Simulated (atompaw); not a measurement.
**Pseudopotential generation for zirconium: PAW (atompaw), PBE**

Aim: build the potential from the settings below, then test how well it stands in for the atom: scattering, ghost states and the plane-wave cutoff that it needs.

Method: atompaw 4.2.0.5, PBE, scalar-relativistic.

## Step 1: The design

Typed settings, in words:

```json
{"element": "zirconium (Zr, Z = 40)", "type": "PAW", "frozen core": "[Kr]", "valence charge": "4", "reference configuration": "4d2 5s2 5p0", "partial waves": "5s (bound): rc 3.00 bohr; 5s channel at 2.55 Ry: rc 3.00 bohr; 5p (bound, empty): rc 3.00 bohr; 5p channel at 1.7 Ry: rc 3.00 bohr; 4d (bound): rc 3.00 bohr; 4d channel at 0.15 Ry: rc 3.00 bohr", "local potential": "bessel scheme, radius 2.45 bohr", "core correction": "smooth core density matched at 2.05 bohr", "augmentation charge": "besselshape compensation charge, radius 2.50 bohr; PAW radius 3.00 bohr; waves and projectors: custom rrkj gramschmidtortho"}
```

An earlier all-electron run gives the scale for the radii.

All-electron outer shells of the reference configuration (PBE, scalar-relativistic, ld1.x):

| shell | level (eV) | outermost node (bohr) | outermost maximum (bohr) |
| --- | --- | --- | --- |
| 4s | -54.50 | 0.55 | 1.08 |
| 4p | -32.46 | 0.56 | 1.17 |
| 5s | -4.44 | 1.47 | 3.15 |
| 4d | -3.60 | 0.58 | 1.59 |
| 5p | -1.47 | 1.70 | 4.15 |

## Step 2: Generating the potential

Zr.input reads:

```
Zr 40
GGA-PBE scalarrelativistic loggrid 1500 logderivrange -2 5 176
5 5 4 0 0 0
5 1 0
4 2 2
0 0 0
c
c
c
c
v
c
c
c
v
c
v
2
3.00 2.50 2.45 2.05
y
2.55
n
y
1.7
n
y
0.15
n
custom rrkj gramschmidtortho besselshape
bessel
3.00
3.00
3.00
3.00
3.00
3.00
PWSCFOUT
UPFDX 0.0125d0 UPFXMIN -7.d0 UPFZMESH 40.d0
END
```

Started as:

```bash
$ atompaw < Zr.input > Zr.log
```

Before running it: what results should come out? Wanted: cutoffs for 10 and 1 mRy, occupied levels; bound ghosts; largest phase difference near zero energy, channels read; lowest eigenvalue of the overlap; share of valence orbitals outside the PAW sphere; UPF file.

As calculated:

| quantity | value |
| --- | --- |
| cutoffs for 10 and 1 mRy, occupied levels | 10 Ry and 12 Ry |
| bound ghosts | none found |
| largest phase difference near zero energy, channels read | 0.027 rad |
| lowest eigenvalue of the overlap (Bessel basis) | 0.627 (p) |
| share of valence orbitals outside the PAW sphere | 5s 68 %, 5p 89 %, 4d 22 % |
| UPF file | written |

In words: It counts as soft on the atom at that tolerance, with 10 Ry needed at the looser tolerance. The slowest level is 4d: taken alone it needs 10 Ry to come within 1 mRy, against 6 Ry or less for 5s. The Bessel-basis test finds no level below the valence levels. Near zero energy the phases of the channels with partial waves agree within 0.027 rad. The pseudo curves have a pole with no partner nearby in the atom's: p at 1.58 Ry. At positive energy that is a spurious or a displaced resonance.
